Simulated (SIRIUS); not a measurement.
# Pb (Fm-3m) in SIRIUS: convergence with gk cutoff, part 2 of 2

SIRIUS 7.12.0. The steps go on from the part before.

## (5) With gk cutoff 2.89 1/bohr

sirius.json reads:

```json
{
  "control": {
    "processing_unit": "cpu",
    "std_evp_solver_name": "lapack",
    "gen_evp_solver_name": "lapack",
    "verbosity": 2,
    "print_forces": true,
    "ortho_rf": true,
    "use_second_variation": true,
    "rmt_max": 3.0,
    "num_bands_to_print": 24,
    "save_wf": true
  },
  "parameters": {
    "electronic_structure_method": "full_potential_lapwlo",
    "xc_functionals": ["XC_GGA_X_PBE_SOL", "XC_GGA_C_PBE_SOL"],
    "core_relativity": "dirac",
    "valence_relativity": "iora",
    "num_fv_states": 24,
    "smearing": "fermi_dirac",
    "smearing_width": 0.0018374661,
    "pw_cutoff": 20,
    "gk_cutoff": 2.89,
    "lmax_apw": 10,
    "lmax_rho": 8,
    "lmax_pot": 8,
    "num_mag_dims": 0,
    "auto_rmt": 0,
    "ngridk": [9, 9, 9],
    "shiftk": [0, 0, 0],
    "num_dft_iter": 80,
    "energy_tol": 1e-07,
    "density_tol": 1e-05,
    "use_symmetry": true
  },
  "settings": {"tol_ne": 1e-10},
  "iterative_solver": {"type": "exact"},
  "mixer": {"type": "anderson", "beta": 0.5, "max_history": 8},
  "unit_cell": {
    "lattice_vectors": [[0.0, 4.677109953, 4.677109953], [4.677109953, 0.0, 4.677109953], [4.677109953, 4.677109953, 0.0]],
    "atom_types": ["Pb"],
    "atom_files": {"Pb": "Pb.json"},
    "atoms": {"Pb": [[0.0, 0.0, 0.0]]}
  }
}
```

Pb.json reads:

```json
{
  "name": "lead",
  "symbol": "Pb",
  "number": 82,
  "mass": 207.2,
  "rmin": 1e-06,
  "rmt": 2.65,
  "nrmt": 800,
  "rinf": 17.22,
  "core": "1s2s2p3s3p3d4s4p4d",
  "valence": [
    {"basis": [{"enu": 0.04, "dme": 0, "n": 0, "auto": 0}, {"enu": 0.04, "dme": 1, "n": 0, "auto": 0}]},
    {"l": 0, "n": 1, "basis": [{"enu": 0.0326, "dme": 0, "n": 0, "auto": 0}]},
    {"l": 1, "n": 2, "basis": [{"enu": 0.14, "dme": 0, "n": 0, "auto": 0}]},
    {"l": 2, "n": 3, "basis": [{"enu": 0.14, "dme": 0, "n": 0, "auto": 0}]},
    {"l": 3, "n": 4, "basis": [{"enu": 0.14, "dme": 0, "n": 0, "auto": 0}]},
    {"l": 4, "n": 5, "basis": [{"enu": 0.14, "dme": 0, "n": 0, "auto": 0}]}
  ],
  "lo": [
    {
      "l": 0,
      "basis": [{"enu": 0.0326, "dme": 0, "n": 0, "auto": 0}, {"enu": 0.0326, "dme": 1, "n": 0, "auto": 0}]
    },
    {
      "l": 0,
      "basis": [{"enu": -5.0061, "dme": 0, "n": 5, "auto": 1}, {"enu": -5.0061, "dme": 1, "n": 5, "auto": 1}]
    },
    {
      "l": 0,
      "basis": [{"enu": -5.0061, "dme": 1, "n": 5, "auto": 1}, {"enu": 0.0326, "dme": 0, "n": 0, "auto": 0}]
    },
    {
      "l": 0,
      "basis": [{"enu": 0.0326, "dme": 0, "n": 0, "auto": 0}, {"enu": 2.311, "dme": 0, "n": 0, "auto": 0}]
    },
    {"l": 1, "basis": [{"enu": 0.14, "dme": 0, "n": 0, "auto": 0}, {"enu": 0.14, "dme": 1, "n": 0, "auto": 0}]},
    {
      "l": 1,
      "basis": [{"enu": -2.8746, "dme": 0, "n": 5, "auto": 1}, {"enu": -2.8746, "dme": 1, "n": 5, "auto": 1}]
    },
    {
      "l": 1,
      "basis": [{"enu": -2.8746, "dme": 1, "n": 5, "auto": 1}, {"enu": 0.14, "dme": 0, "n": 0, "auto": 0}]
    },
    {"l": 1, "basis": [{"enu": 0.14, "dme": 0, "n": 0, "auto": 0}, {"enu": 2.7601, "dme": 0, "n": 0, "auto": 0}]},
    {"l": 2, "basis": [{"enu": 0.14, "dme": 0, "n": 0, "auto": 0}, {"enu": 0.14, "dme": 1, "n": 0, "auto": 0}]},
    {
      "l": 2,
      "basis": [{"enu": -0.5087, "dme": 0, "n": 5, "auto": 1}, {"enu": -0.5087, "dme": 1, "n": 5, "auto": 1}]
    },
    {
      "l": 2,
      "basis": [{"enu": -0.5087, "dme": 1, "n": 5, "auto": 1}, {"enu": 0.14, "dme": 0, "n": 0, "auto": 0}]
    },
    {"l": 2, "basis": [{"enu": 0.14, "dme": 0, "n": 0, "auto": 0}, {"enu": 3.1019, "dme": 0, "n": 0, "auto": 0}]},
    {"l": 3, "basis": [{"enu": 0.14, "dme": 0, "n": 0, "auto": 0}, {"enu": 0.14, "dme": 1, "n": 0, "auto": 0}]},
    {
      "l": 3,
      "basis": [{"enu": -4.6374, "dme": 0, "n": 4, "auto": 1}, {"enu": -4.6374, "dme": 1, "n": 4, "auto": 1}]
    },
    {
      "l": 3,
      "basis": [{"enu": -4.6374, "dme": 1, "n": 4, "auto": 1}, {"enu": 0.14, "dme": 0, "n": 0, "auto": 0}]
    },
    {"l": 3, "basis": [{"enu": 0.14, "dme": 0, "n": 0, "auto": 0}, {"enu": 3.4437, "dme": 0, "n": 0, "auto": 0}]},
    {"l": 4, "basis": [{"enu": 0.14, "dme": 0, "n": 0, "auto": 0}, {"enu": 0.14, "dme": 1, "n": 0, "auto": 0}]},
    {"l": 4, "basis": [{"enu": 0.14, "dme": 0, "n": 0, "auto": 0}, {"enu": 2.8741, "dme": 0, "n": 0, "auto": 0}]}
  ],
  "free_atom": [... radial grid and density of the free atom, the start of the SCF ...]
}
```

sirius_start.json reads:

```json
{
  "control": {
    "processing_unit": "cpu",
    "std_evp_solver_name": "lapack",
    "gen_evp_solver_name": "lapack",
    "verbosity": 1,
    "print_forces": false,
    "ortho_rf": true,
    "use_second_variation": true,
    "rmt_max": 3.0,
    "num_bands_to_print": 24,
    "save_wf": false
  },
  "parameters": {
    "electronic_structure_method": "full_potential_lapwlo",
    "xc_functionals": ["XC_LDA_X", "XC_LDA_C_PW"],
    "core_relativity": "dirac",
    "valence_relativity": "iora",
    "num_fv_states": 24,
    "smearing": "fermi_dirac",
    "smearing_width": 0.0055123983,
    "pw_cutoff": 20,
    "gk_cutoff": 2.31,
    "lmax_apw": 10,
    "lmax_rho": 8,
    "lmax_pot": 8,
    "num_mag_dims": 0,
    "auto_rmt": 0,
    "ngridk": [4, 4, 4],
    "shiftk": [0, 0, 0],
    "num_dft_iter": 30,
    "energy_tol": 0.01,
    "density_tol": 0.05,
    "use_symmetry": true
  },
  "settings": {"tol_ne": 1e-10},
  "iterative_solver": {"type": "exact"},
  "mixer": {"type": "anderson", "beta": 0.5, "max_history": 8},
  "unit_cell": {
    "lattice_vectors": [[0.0, 4.677109953, 4.677109953], [4.677109953, 0.0, 4.677109953], [4.677109953, 4.677109953, 0.0]],
    "atom_types": ["Pb"],
    "atom_files": {"Pb": "Pb.json"},
    "atoms": {"Pb": [[0.0, 0.0, 0.0]]}
  }
}
```

The run is started by

```sh
> OMP_NUM_THREADS=1 sirius.scf --input=sirius_start.json --output=start.json
> OMP_NUM_THREADS=1 sirius.scf --input=sirius.json --output=output.json --task=1
```

It took 37 s on 1 thread of Arm Neoverse V2, shared host; peak memory 0.33 GiB.

Results:

```
Free energy                                       : -569334.2407 eV
Band gap on the k mesh                            : none (metal or under the smearing width)
All electrons inside the program's atomic spheres : Pb 79.99 (radii Pb 2.65 bohr)
```

## (6) With gk cutoff 3.23 1/bohr

Changes to sirius.json since step 5:

```diff
@@ -22,3 +22,3 @@
     "pw_cutoff": 20,
-    "gk_cutoff": 2.89,
+    "gk_cutoff": 3.23,
     "lmax_apw": 10,
```

Pb.json is that of step 5.

Changes to sirius_start.json since step 5:

```diff
@@ -22,3 +22,3 @@
     "pw_cutoff": 20,
-    "gk_cutoff": 2.31,
+    "gk_cutoff": 2.58,
     "lmax_apw": 10,
```

Potentials or basis: all-electron FP-LAPW, apw+lo standard.

The run is started by

```sh
> OMP_NUM_THREADS=1 sirius.scf --input=sirius_start.json --output=start.json
> OMP_NUM_THREADS=1 sirius.scf --input=sirius.json --output=output.json --task=1
```

Wall time 38 s (1 thread of Arm Neoverse V2, shared host); peak memory 0.34 GiB.

Results:

| Quantity | Value |
| --- | --- |
| Free energy | -569334.3652 eV |
| Band gap on the k mesh | none (metal or under the smearing width) |
| All electrons inside the program's atomic spheres | Pb 79.99 (radii Pb 2.65 bohr) |

## (7) With gk cutoff 3.57 1/bohr

Changes to sirius.json since step 6:

```diff
@@ -22,4 +22,4 @@
     "pw_cutoff": 20,
-    "gk_cutoff": 3.23,
-    "lmax_apw": 10,
+    "gk_cutoff": 3.57,
+    "lmax_apw": 11,
     "lmax_rho": 8,
```

Pb.json reads:

```json
{
  "name": "lead",
  "symbol": "Pb",
  "number": 82,
  "mass": 207.2,
  "rmin": 1e-06,
  "rmt": 2.65,
  "nrmt": 800,
  "rinf": 17.22,
  "core": "1s2s2p3s3p3d4s4p4d",
  "valence": [
    {"basis": [{"enu": 0.05, "dme": 0, "n": 0, "auto": 0}, {"enu": 0.05, "dme": 1, "n": 0, "auto": 0}]},
    {"l": 0, "n": 1, "basis": [{"enu": 0.0427, "dme": 0, "n": 0, "auto": 0}]},
    {"l": 1, "n": 2, "basis": [{"enu": 0.15, "dme": 0, "n": 0, "auto": 0}]},
    {"l": 2, "n": 3, "basis": [{"enu": 0.15, "dme": 0, "n": 0, "auto": 0}]},
    {"l": 3, "n": 4, "basis": [{"enu": 0.15, "dme": 0, "n": 0, "auto": 0}]},
    {"l": 4, "n": 5, "basis": [{"enu": 0.15, "dme": 0, "n": 0, "auto": 0}]}
  ],
  "lo": [
    {
      "l": 0,
      "basis": [{"enu": 0.0427, "dme": 0, "n": 0, "auto": 0}, {"enu": 0.0427, "dme": 1, "n": 0, "auto": 0}]
    },
    {
      "l": 0,
      "basis": [{"enu": -4.9961, "dme": 0, "n": 5, "auto": 1}, {"enu": -4.9961, "dme": 1, "n": 5, "auto": 1}]
    },
    {
      "l": 0,
      "basis": [{"enu": -4.9961, "dme": 1, "n": 5, "auto": 1}, {"enu": 0.0427, "dme": 0, "n": 0, "auto": 0}]
    },
    {
      "l": 0,
      "basis": [{"enu": 0.0427, "dme": 0, "n": 0, "auto": 0}, {"enu": 2.321, "dme": 0, "n": 0, "auto": 0}]
    },
    {"l": 1, "basis": [{"enu": 0.15, "dme": 0, "n": 0, "auto": 0}, {"enu": 0.15, "dme": 1, "n": 0, "auto": 0}]},
    {
      "l": 1,
      "basis": [{"enu": -2.8646, "dme": 0, "n": 5, "auto": 1}, {"enu": -2.8646, "dme": 1, "n": 5, "auto": 1}]
    },
    {
      "l": 1,
      "basis": [{"enu": -2.8646, "dme": 1, "n": 5, "auto": 1}, {"enu": 0.15, "dme": 0, "n": 0, "auto": 0}]
    },
    {"l": 1, "basis": [{"enu": 0.15, "dme": 0, "n": 0, "auto": 0}, {"enu": 2.7701, "dme": 0, "n": 0, "auto": 0}]},
    {"l": 2, "basis": [{"enu": 0.15, "dme": 0, "n": 0, "auto": 0}, {"enu": 0.15, "dme": 1, "n": 0, "auto": 0}]},
    {
      "l": 2,
      "basis": [{"enu": -0.4987, "dme": 0, "n": 5, "auto": 1}, {"enu": -0.4987, "dme": 1, "n": 5, "auto": 1}]
    },
    {
      "l": 2,
      "basis": [{"enu": -0.4987, "dme": 1, "n": 5, "auto": 1}, {"enu": 0.15, "dme": 0, "n": 0, "auto": 0}]
    },
    {"l": 2, "basis": [{"enu": 0.15, "dme": 0, "n": 0, "auto": 0}, {"enu": 3.1119, "dme": 0, "n": 0, "auto": 0}]},
    {"l": 3, "basis": [{"enu": 0.15, "dme": 0, "n": 0, "auto": 0}, {"enu": 0.15, "dme": 1, "n": 0, "auto": 0}]},
    {
      "l": 3,
      "basis": [{"enu": -4.6274, "dme": 0, "n": 4, "auto": 1}, {"enu": -4.6274, "dme": 1, "n": 4, "auto": 1}]
    },
    {
      "l": 3,
      "basis": [{"enu": -4.6274, "dme": 1, "n": 4, "auto": 1}, {"enu": 0.15, "dme": 0, "n": 0, "auto": 0}]
    },
    {"l": 3, "basis": [{"enu": 0.15, "dme": 0, "n": 0, "auto": 0}, {"enu": 3.4537, "dme": 0, "n": 0, "auto": 0}]},
    {"l": 4, "basis": [{"enu": 0.15, "dme": 0, "n": 0, "auto": 0}, {"enu": 0.15, "dme": 1, "n": 0, "auto": 0}]},
    {"l": 4, "basis": [{"enu": 0.15, "dme": 0, "n": 0, "auto": 0}, {"enu": 2.8841, "dme": 0, "n": 0, "auto": 0}]}
  ],
  "free_atom": [... radial grid and density of the free atom, the start of the SCF ...]
}
```

Changes to sirius_start.json since step 6:

```diff
@@ -22,4 +22,4 @@
     "pw_cutoff": 20,
-    "gk_cutoff": 2.58,
-    "lmax_apw": 10,
+    "gk_cutoff": 2.72,
+    "lmax_apw": 11,
     "lmax_rho": 8,
```

The run is started by

```sh
> OMP_NUM_THREADS=1 sirius.scf --input=sirius_start.json --output=start.json
> OMP_NUM_THREADS=1 sirius.scf --input=sirius.json --output=output.json --task=1
```

Run time: 43 s. Hardware: 1 thread of Arm Neoverse V2, shared host; peak memory 0.37 GiB.

The run converged. Its results:

```
Free energy                                       : -569334.4029 eV
Band gap on the k mesh                            : none (metal or under the smearing width)
All electrons inside the program's atomic spheres : Pb 79.99 (radii Pb 2.65 bohr)
```

## (8) With gk cutoff 3.91 1/bohr

Changes to sirius.json since step 7:

```diff
@@ -22,4 +22,4 @@
     "pw_cutoff": 20,
-    "gk_cutoff": 3.57,
-    "lmax_apw": 11,
+    "gk_cutoff": 3.91,
+    "lmax_apw": 12,
     "lmax_rho": 8,
```

Pb.json is that of step 7.

Changes to sirius_start.json since step 7:

```diff
@@ -23,3 +23,3 @@
     "gk_cutoff": 2.72,
-    "lmax_apw": 11,
+    "lmax_apw": 12,
     "lmax_rho": 8,
```

The run is started by

```sh
> OMP_NUM_THREADS=1 sirius.scf --input=sirius_start.json --output=start.json
> OMP_NUM_THREADS=1 sirius.scf --input=sirius.json --output=output.json --task=1
```

Run time: 49 s. Hardware: 1 thread of Arm Neoverse V2, shared host; peak memory 0.42 GiB.

It converged, with:

* Free energy: -569334.4130 eV
* Band gap on the k mesh: none (metal or under the smearing width)
* All electrons inside the program's atomic spheres: Pb 79.99 (radii Pb 2.65 bohr)

## (9) Summary

```csv
gk cutoff,"energy less the tightest run, at zero smearing (meV/atom)",SCF cycles,CPU time (s),peak memory (GiB)
1.87 1/bohr,4321.00,7,34,0.31
2.21 1/bohr,1686.21,7,34,0.31
2.55 1/bohr,587.98,7,35,0.32
2.89 1/bohr,172.31,7,36,0.33
3.23 1/bohr,47.79,7,38,0.34
3.57 1/bohr,10.03,7,43,0.37
3.91 1/bohr,0.00,7,49,0.42
```

Not settled before the last step: the energy (to 1 meV/atom). The tightest run that finished is the yardstick and may itself not be fully converged.
